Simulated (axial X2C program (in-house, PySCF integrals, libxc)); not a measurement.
# CoC⁻: properties at the nuclei

Wanted for CoC⁻: properties at the nuclei, at the two-component level.

Program: an in-house X2C program for linear molecules on PySCF integrals. Level of theory: two-component X2C with atomic mean-field terms, Co dyall-acv3z, C dyall-av3z. These are calculated values, not measurements.

1 further run of the same task is left out (it didn't finish).

### Step 1. Input

File task.json:

```json
{"zs": [27, 6], "q": -1, "bas": ["dyall-acv3z", "dyall-av3z"], "r0": 1.7, "levels": ["PBE0", "HF", "BP86", "B3LYP", "BHandHLYP"], "nst": 3}
```

Keys: zs atomic numbers; q charge; bas basis sets; r0 starting distance in Å; levels methods (HF also brings MP2); nst determinants followed.

Started as:

```console
$ python soeom.py task.json out
```

Nuclei are Gaussian, cores are contracted, and the Gaunt term is on.

### Step 2. Expectation values, lowest determinant

R = 1.710 Å. State: Ω = 3 (excess of +ω over −ω: ω = 1/2, ω = 5/2).

Output of the PBE0 run:

```text
two-component X2C + atomic mean field  PBE0
basis functions 182  fitting functions 949  grid points 5073
iter        total energy     max residual
   1      -1429.171959290     1.97e+00
   2      -1430.622394860     3.64e-02
   3      -1429.948485600     3.00e-01
   4      -1430.615691771     4.71e-02
   5      -1430.641459674     8.58e-03
   6      -1430.642317943     9.24e-03
   7      -1430.643070735     1.81e-03
   8      -1430.643108757     3.59e-04
   9      -1430.643112526     2.03e-04
  10      -1430.643114993     1.23e-04
  11      -1430.643116080     2.95e-05
  12      -1430.643116144     1.51e-05
  13      -1430.643116153     5.08e-06
  14      -1430.643116155     3.78e-06
  15      -1430.643116156     1.76e-06
converged
one-electron -2086.16497087  Coulomb 670.88493090  exact exchange -15.89850544  xc functional -49.20002604  nuclear repulsion 50.13257788  atomic mean-field constant -0.39712258
```

The highest occupied spinor is 43% C p, 36% Co d, 18% Co p.

| level | Eeff magnitude (GV/cm) | Ws magnitude Co (kHz) | A∥/gI Co (MHz) | qzz Co (a.u.) | A∥/gI C (MHz) | qzz C (a.u.) |
| --- | --- | --- | --- | --- | --- | --- |
| PBE0 | 0.268 | 0.0391 | 532 | -0.13 | 14.5 | -0.25 |
| HF | 0.225 | 0.0336 | 621 | -0.64 | -14.9 | -0.13 |
| BP86 | 0.00732 | 0.00217 | 456 | -0.17 | 23.8 | -0.41 |
| B3LYP | 0.122 | 0.0181 | 520 | -0.10 | 12.7 | -0.31 |
| BHandHLYP | 0.321 | 0.0508 | 547 | -0.16 | 0.196 | -0.18 |

Eeff is the effective electric field on the electron dipole moment in this Ω state and Ws the scalar–pseudoscalar constant (defined with the proton number Z and per Ω); A∥ is the parallel hyperfine constant, which follows by multiplying with the nuclear g factor gI = μI/(I μN); qzz is the electric field gradient, eQq0 = 234.96 MHz × Q/barn × qzz. The operators were transformed with the bare-nucleus X2C matrices.

### Step 3. Expectation values, a higher determinant

R = 1.710 Å. State: Ω = 3 (excess of +ω over −ω: 2 × ω = 3/2), 0.17 eV above the lowest in the PBE0 search for states (made at or near this distance, with looser thresholds).

Output of the PBE0 run:

```text
two-component X2C + atomic mean field  PBE0
basis functions 182  fitting functions 949  grid points 5073
iter        total energy     max residual
   1      -1429.165778179     1.97e+00
   2      -1430.615930981     3.70e-02
   3      -1429.958755896     3.02e-01
   4      -1430.609339968     4.68e-02
   5      -1430.635291310     8.68e-03
   6      -1430.636110122     9.01e-03
   7      -1430.636816815     1.73e-03
   8      -1430.636851352     3.32e-04
   9      -1430.636854981     2.08e-04
  10      -1430.636857458     1.19e-04
  11      -1430.636858467     3.11e-05
  12      -1430.636858538     1.54e-05
  13      -1430.636858547     5.29e-06
  14      -1430.636858550     3.96e-06
  15      -1430.636858550     1.91e-06
converged
one-electron -2086.13671833  Coulomb 670.86100589  exact exchange -15.89777347  xc functional -49.19882794  nuclear repulsion 50.13257788  atomic mean-field constant -0.39712258
```

The highest occupied spinor is 42% C p, 37% Co d, 18% Co p.

| level | Eeff magnitude (GV/cm) | Ws magnitude Co (kHz) | A∥/gI Co (MHz) | qzz Co (a.u.) | A∥/gI C (MHz) | qzz C (a.u.) |
| --- | --- | --- | --- | --- | --- | --- |
| PBE0 | 0.26 | 0.0373 | 432 | -0.15 | 0.67 | -0.26 |
| HF | 0.102 | 0.0183 | 404 | -0.63 | 25.3 | -0.13 |
| BP86 | 0.00232 | 0.00453 | 402 | -0.20 | 12.3 | -0.42 |
| B3LYP | 0.11 | 0.0157 | 425 | -0.13 | 7.97 | -0.31 |
| BHandHLYP | 0.32 | 0.0505 | 454 | -0.18 | 8.98 | -0.18 |

### Step 4. Outcome

```
                                        quantity                                           value
                              lowest determinant  Ω = 3 (excess of +ω over −ω: ω = 1/2, ω = 5/2)
                    Eeff magnitude (GV/cm), PBE0                                           0.268
                     Ws magnitude Co (kHz), PBE0                                          0.0391
                            A∥/gI Co (MHz), PBE0                                             532
                             qzz Co (a.u.), PBE0                                           -0.13
                              higher determinant       Ω = 3 (excess of +ω over −ω: 2 × ω = 3/2)
Eeff magnitude (GV/cm), PBE0, higher determinant                                            0.26
 Ws magnitude Co (kHz), PBE0, higher determinant                                          0.0373
        A∥/gI Co (MHz), PBE0, higher determinant                                             432
         qzz Co (a.u.), PBE0, higher determinant                                           -0.15
```

In words: In the first state, the effective field runs from 0.00732 to 0.321 GV/cm over the mean-field levels, so the levels don't agree on it. The expectation values come from single determinants, which for open shells can mix terms of unlike spin or miss the lowest Ω, so a determinant need not be a state. Eeff is the effective electric field on the electron dipole moment in this Ω state and Ws the scalar–pseudoscalar constant (defined with the proton number Z and per Ω); A∥ is the parallel hyperfine constant, which follows by multiplying with the nuclear g factor gI = μI/(I μN); qzz is the electric field gradient, eQq0 = 234.96 MHz × Q/barn × qzz. The operators were transformed with the bare-nucleus X2C matrices.
